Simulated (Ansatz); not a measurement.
# CH₄F₂OSeTi: a ladder of functionals and wavefunction methods

An exercise on one series of results from a longer session: the logs are not shown, and one member is left open.

Program: Ansatz 0.2.0, Gaussian basis. Level of theory: functionals in def2-TZVPP, the program's frozen cores in correlated methods. These are calculated values, not measurements.

Plan: PBE-D4, r2SCAN-D4, PBE0-D4, B3LYP-D4, ωB97X-V, ωB97M-V, B2PLYP; CCSD(T)/def2-TZVPP; MP2/def2-QZVPP; extrapolation to the limit.

### The relaxed structure

An earlier PBE0-D4 in a triple-zeta def2 set relaxation fixed the geometry.

SMILES `C[Se][Ti]([OH])([F])[F]`, 10 atoms, charge 0, spin multiplicity 1.

Atoms are counted from 1 here; the program's logs count them from 0.

Bond lengths: C1–Se2 1.967 Å, C1–H7 1.088 Å, C1–H8 1.088 Å, C1–H9 1.088 Å, Se2–Ti3 2.400 Å, Ti3–O4 1.763 Å, Ti3–F5 1.758 Å, Ti3–F6 1.760 Å, O4–H10 0.958 Å. Angles: Se2–C1–H7 110.1°, Se2–C1–H8 110.2°, Se2–C1–H9 106.5°, H7–C1–H8 110.8°, H7–C1–H9 109.6°, H8–C1–H9 109.5°, C1–Se2–Ti3 93.3°, Se2–Ti3–O4 105.1°, Se2–Ti3–F5 107.5°, Se2–Ti3–F6 108.5°, O4–Ti3–F5 113.8°, O4–Ti3–F6 112.9°, F5–Ti3–F6 108.8°, Ti3–O4–H10 142.5°.

Set-up of the first run:

Input file in.yaml:

```yaml
crystal:
  periodic: [false, false, false]
  atoms:
    - {symbol: C, position_ang: [0.704983, -1.852027, 0.004003]}
    - {symbol: Se, position_ang: [0.331930, -0.516127, -1.390812]}
    - {symbol: Ti, position_ang: [-0.348570, 1.153700, 0.192934]}
    - {symbol: O, position_ang: [-0.793491, 2.555209, -0.779629]}
    - {symbol: F, position_ang: [-1.680106, 0.484797, 1.125653]}
    - {symbol: F, position_ang: [0.999296, 1.474357, 1.278285]}
    - {symbol: H, position_ang: [-0.205415, -2.085228, 0.552383]}
    - {symbol: H, position_ang: [1.478689, -1.486219, 0.676093]}
    - {symbol: H, position_ang: [1.060799, -2.743120, -0.509811]}
    - {symbol: H, position_ang: [-1.548105, 3.014660, -1.149099]}
basis:
  gaussian: {orbitals: def2-TZVPP}
hamiltonian: {xc: pbe, dispersion: d4}
output: {forces: true, orbitals: {seedname: orbitals}}
```

Command:

```bash
$ ansatz run in.yaml --threads 2 --pin off --events-out ev --progress --plain --max-ram 22528MiB --backend cuda --devices 0, --max-vram 18GiB
```

Among the steps run: PBE-D4 (GGA); r2SCAN-D4 (meta-GGA); PBE0-D4 (hybrid); B3LYP-D4 (hybrid); ωB97X-V (range-separated); ωB97M-V (range-separated); B2PLYP (double hybrid).

One table of the session follows, with a row left open; its other results are not shown here.

It belongs to the step «Orbital energies across the functionals». 

```
functional  HOMO (eV)  LUMO (eV)  gap (eV)
    PBE-D4      -5.88      -3.25      2.63
 r2SCAN-D4      -6.14      -3.20      2.94
   PBE0-D4      -7.00      -2.32      4.68
  B3LYP-D4      -6.79      -2.59      4.20
   ωB97X-V      -9.20      -0.12      9.07
   ωB97M-V          ?          ?         ?
```

Q: Estimate the row for ωB97M-V from the others.

As computed: HOMO (eV): -9.08; LUMO (eV): -0.13; gap (eV): 8.95. In the column «HOMO (eV)» it lies between ωB97X-V (-9.20) and PBE0-D4 (-7.00).
